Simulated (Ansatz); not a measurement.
# SiSbH5 (SMILES [SiH3][SbH2]): one structure at several levels

One table from this session's results is given with a row withheld; the runs are named, their logs left out.

The runs use Ansatz 0.2.0, Gaussian basis; single points in def2-TZVPP.

Cores are frozen in the correlated methods. Filled d shells of the heavier atoms are correlated. Core potentials replace the inner electrons past krypton, and spin-orbit coupling is left out.

## Starting geometry

SMILES `[SiH3][SbH2]`, 7 atoms, charge 0, spin multiplicity 1.

Atoms are counted from 1 here; the program's logs count them from 0.

Bond lengths: Si1–Sb2 2.634 Å, Si1–H3 1.528 Å, Si1–H4 1.534 Å, Si1–H5 1.525 Å, Sb2–H6 1.766 Å, Sb2–H7 1.782 Å. Angles: Sb2–Si1–H3 108.6°, Sb2–Si1–H4 109.2°, Sb2–Si1–H5 116.8°, H3–Si1–H4 106.5°, H3–Si1–H5 106.8°, H4–Si1–H5 108.5°, Si1–Sb2–H6 91.1°, Si1–Sb2–H7 89.8°, H6–Sb2–H7 88.0°.

As a file:

```
Si   -0.6430   -0.5402   -0.4638
Sb    1.1991    0.1142    1.3020
H    -1.9224   -0.9151    0.2832
H    -0.1949   -1.7984   -1.2176
H    -1.0265    0.5248   -1.4850
H     0.4722    1.7087    1.5218
H     2.1911    0.8149   -0.0017
```

The first run:

The input, run/in.yaml:

```yaml
crystal:
  periodic: [false, false, false]
  atoms:
    - {symbol: Si, position_ang: [-0.643000, -0.540200, -0.463800]}
    - {symbol: Sb, position_ang: [1.199100, 0.114200, 1.302000]}
    - {symbol: H, position_ang: [-1.922400, -0.915100, 0.283200]}
    - {symbol: H, position_ang: [-0.194900, -1.798400, -1.217600]}
    - {symbol: H, position_ang: [-1.026500, 0.524800, -1.485000]}
    - {symbol: H, position_ang: [0.472200, 1.708700, 1.521800]}
    - {symbol: H, position_ang: [2.191100, 0.814900, -0.001700]}
basis:
  gaussian: {orbitals: def2-TZVPP}
correlation: {method: ccsd_t}
output: {forces: true}
```

The command line of these runs was not kept.

Among the steps run: CCSD(T)/def2-TZVPP; PBE0-D4/def2-TZVPP; wB97M-V/def2-TZVPP; r2SCAN-D4/def2-TZVPP; PBE-D4/def2-TZVPP; HSE06-D4/def2-TZVPP; wB97X-V/def2-TZVPP.

One of the session's tables, all rows but one given; the rest of the session is left out.

| method | RMS force component (eV/Å) | angle to CCSD(T) forces (°) | dipole (D) |
| --- | --- | --- | --- |
| CCSD(T) | 0.554 | reference | 0.44 |
| PBE0-D4 | 0.491 | 2.0 | 0.47 |
| wB97M-V | 0.585 | 3.5 | 0.50 |
| r2SCAN-D4 | 0.480 | 1.9 | 0.46 |
| PBE-D4 | 0.357 | 4.1 | 0.54 |
| HSE06-D4 | ? | ? | ? |
| wB97X-V | 0.567 | 5.2 | 0.45 |

**Question.** Estimate the row for HSE06-D4.

The run gave: RMS force component (eV/Å): 0.489; angle to CCSD(T) forces (°): 1.8; dipole (D): 0.47. In the column «RMS force component (eV/Å)» it lies between r2SCAN-D4 (0.480) and PBE0-D4 (0.491).
